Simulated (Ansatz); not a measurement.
# TaAs: the cost of one run

Method: DFT PBE, scalar-relativistic, plane waves, PAW, in Ansatz 0.2.0.

## 1. Starting point

It takes space group I4_1md (No. 109, tetragonal). Conventional cell: a = 3.444 Å, b = 3.444 Å, c = 11.736 Å, α = 90.00°, β = 90.00°, γ = 90.00°. Around Ta (site symmetry 2mm) lie 6 As at 2.61 to 2.62 Å. Around As (site symmetry 2mm) lie 6 Ta at 2.61 to 2.62 Å.

Structure file:

```cif
data_structure
_symmetry_space_group_name_H-M 'I4_1md'
_symmetry_Int_Tables_number 109
_cell_length_a 3.4436
_cell_length_b 3.4436
_cell_length_c 11.7359
_cell_angle_alpha 90.000
_cell_angle_beta 90.000
_cell_angle_gamma 90.000
_cell_volume 139.17
loop_
_atom_site_label
_atom_site_type_symbol
_atom_site_symmetry_multiplicity
_atom_site_Wyckoff_symbol
_atom_site_fract_x
_atom_site_fract_y
_atom_site_fract_z
_atom_site_occupancy
Ta1 Ta 4 a 0.50000 0.00000 0.24997 1
As1 As 4 a 0.50000 0.00000 0.83263 1
```

The structure comes from the Materials Project (structure only).

(A quick probe on a coarse mesh, which set the mesh and smearing, is not shown.)

## 3. The relaxation

input.yaml

```yaml
crystal:
  lattice:
    - [-1.7218133622, 1.7218133622, 5.8679415361]
    - [1.7218133622, -1.7218133622, 5.8679415361]
    - [1.7218133622, 1.7218133622, -5.8679415361]
  atoms:
    - { symbol: Ta, position: [0.4999673, 0.9999673, 0.5] }
    - { symbol: Ta, position: [0.7499673, 0.7499673, 0.0] }
    - { symbol: As, position: [0.08263212, 0.58263212, 0.5] }
    - { symbol: As, position: [0.33263212, 0.33263212, 0.0] }
basis:
  ecutwfc: 420
kpoints:
  mp_grid: { grid: [18, 18, 18] }
hamiltonian:
  xc: pbe
scf:
  occupations: { method: gaussian, width: 0.1 }
output:
  forces: true
  stress: true
  eigenvalues: true
  write_density: true
  write_potential: true
  elf: true
  volumetric_format: npy
relax:
  adjacent_minimum: "off"
  f_tol: 0.005
  max_steps: 80
  cell: { stress_tol: 0.05 }
```

Launch:

```console
$ ansatz run input.yaml --threads 4 --pin off --max-ram 10240MiB --backend cpu --events-out ev --progress --plain --runs-dir out
```

What time and memory should one allow on 4 threads of AMD EPYC 9R14 (Zen 4), shared host?

About 83 s, with a peak of 1.2 GiB.
